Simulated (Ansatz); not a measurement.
# U-wB97X/STO-3G run of GaH2O (SMILES [O][GaH2])

What is the energy change on altering one bond length of GaH2O at U-wB97X/STO-3G? 

The results are computed with Ansatz 0.2.0.

64 further runs of the same task are left out: 34 that didn't finish, 30 set aside as unsound or not needed.

### 1 The molecule

GaH2O has 4 atoms, charge 0, and is taken as a doublet. SMILES: `[O][GaH2]`. The coordinates come from a PBE0-D4/def2-TZVP relaxation.

Bond lengths: O1–Ga2 1.794 Å, Ga2–H3 1.556 Å, Ga2–H4 1.556 Å. Angles: O1–Ga2–H3 114.9°, O1–Ga2–H4 114.9°, H3–Ga2–H4 130.2°.

### 2 The energy at U-wB97X/STO-3G

The input, molecule.yaml:

```yaml
crystal:
  periodic: [false, false, false]
  atoms:
    - {symbol: O, position_ang: [-0.885700, -0.494600, 1.322100]}
    - {symbol: Ga, position_ang: [0.078800, 0.019500, -0.100900]}
    - {symbol: H, position_ang: [-0.675200, -0.040800, -1.460300]}
    - {symbol: H, position_ang: [1.537600, 0.455600, 0.218700]}
basis:
  gaussian:
    orbitals: STO-3G
magnetization:
  spin_polarized: true
  initial_magnetization: 1
hamiltonian:
  xc: {name: wB97X}
accuracy: high
```

Launch:

```sh
$ ansatz run molecule.yaml --threads 1 --pin off --max-ram 2610MiB --events-out events.jsonl --progress --plain --runs-dir runs
```

What it wrote:

```text
Warning: RAYON_NUM_THREADS=1 ignored (pool sized by the plan → 1); use --threads N
Functional definition: wB97X
  name "wB97X"
  parameter omega = 0.3/bohr
  parameter cx = 0.157706
  parameter cx1 = 0.726479
  parameter cx2 = 1.04760
  parameter cx3 = -5.70635
  parameter cx4 = 13.2794
  parameter css1 = -4.33879
  parameter css2 = 18.2308
  parameter css3 = -31.7430
  parameter css4 = 17.2901
  parameter cos1 = 2.37031
  parameter cos2 = -11.3995
  parameter cos3 = 6.58405
  parameter cos4 = -3.78132
  exchange = spin_sum(e_x_unif_sr(omega)*poly(b97_u_x, 1 - cx, cx1, cx2, cx3, cx4)) + cx*exact_x_sr(omega)
      + exact_x_lr(omega)
  correlation = spin_sum(e_c_pw_same_spin*poly(b97_u_same, 1, css1, css2, css3, css4))
      + integral(e_c_pw_opposite_spin*poly(b97_u_opposite, 1, cos1, cos2, cos3, cos4))
360 factors; integrals over basis functions are off by at most 2.3e-8 eV
119 factors; integrals over basis functions are off by at most 9.1e-10 eV
mean field evaluation 1: about -53480.9980 eV, gradient 2.5e2 eV
mean field evaluation 2: about -53567.7776 eV, gradient 9.2e1 eV
mean field evaluation 4: about -53755.1235 eV, gradient 5.3e1 eV
mean field evaluation 8: about -53812.7050 eV, gradient 6.6e0 eV
mean field evaluation 16: about -53813.5414 eV, gradient 1.7e-1 eV
mean field evaluation 32: about -53813.5446 eV, gradient 1.9e-5 eV
mean field evaluation 64: about -53813.3240 eV, gradient 5.7e0 eV
mean field -53813.54461358 eV, -1977.6112884183 hartree, gradient 9.1e-8 eV, S^2 0.915930; 6 other end points of the search recorded, 0 dependent functions left out
reference -53813.54461210 eV, -1977.6112883640 hartree; 21, 20 occupied and 4, 5 virtual orbitals, 360 factors
Total energy: -53813.54461210 eV, -1977.6112883640 hartree
```

Run time: 14 s. Hardware: 1 thread of Arm Neoverse V2, shared host; peak memory 0.37 GiB.

### 3 The distorted shape

The input, run.yaml:

```yaml
crystal:
  periodic: [false, false, false]
  atoms:
    - {symbol: O, position_ang: [-1.126843, -0.623135, 1.677877]}
    - {symbol: Ga, position_ang: [0.078800, 0.019500, -0.100900]}
    - {symbol: H, position_ang: [-0.675200, -0.040800, -1.460300]}
    - {symbol: H, position_ang: [1.537600, 0.455600, 0.218700]}
basis:
  gaussian:
    orbitals: STO-3G
total_charge: 0
magnetization:
  spin_polarized: true
  initial_magnetization: 1
hamiltonian:
  xc: {name: wB97X}
accuracy: high
```

Launch:

```sh
$ ansatz run run.yaml --threads 1 --pin off --max-ram 2610MiB --events-out events.jsonl --progress --plain --runs-dir runs
```

What it wrote, cut to the lines that bear on the results:

```text
Warning: RAYON_NUM_THREADS=1 ignored (pool sized by the plan → 1); use --threads N
Functional definition: wB97X
  name "wB97X"
[...]
      + exact_x_lr(omega)
[...]
      + integral(e_c_pw_opposite_spin*poly(b97_u_opposite, 1, cos1, cos2, cos3, cos4))
347 factors; integrals over basis functions are off by at most 2.7e-8 eV
122 factors; integrals over basis functions are off by at most 1.2e-9 eV
[...]
mean field -53811.23062745 eV, -1977.5262509966 hartree, gradient 7.1e-8 eV, S^2 1.436282; 8 other end points of the search recorded, 0 dependent functions left out
reference -53811.23062612 eV, -1977.5262509476 hartree; 21, 20 occupied and 4, 5 virtual orbitals, 347 factors
Total energy: -53811.23062612 eV, -1977.5262509476 hartree
```

Wall time 68 s (1 thread of Arm Neoverse V2, shared host); peak memory 0.37 GiB.

### 4 What came out

At U-wB97X/STO-3G:

```
                                                          quantity           value
                                         first shape: total energy  -1977.61129 Eh
                                                 first shape: ⟨S²⟩           0.916
                                     distorted shape: total energy  -1977.52625 Eh
                                             distorted shape: ⟨S²⟩           1.436
energy change with the O1–Ga2 bond stretched from 1.794 to 2.243 Å        2.314 eV
```

What this shows: With the O1–Ga2 bond stretched from 1.794 to 2.243 Å the energy rises by 2.31 eV (223 kJ/mol). The first shape isn't relaxed at this level, so the change isn't measured from a minimum. The minimal basis adds a large error of its own. ⟨S²⟩ (first shape) is 0.92 where a pure doublet has 0.75: the reference is spin-contaminated. ⟨S²⟩ (distorted shape) is 1.44 where a pure doublet has 0.75: the reference is spin-contaminated.
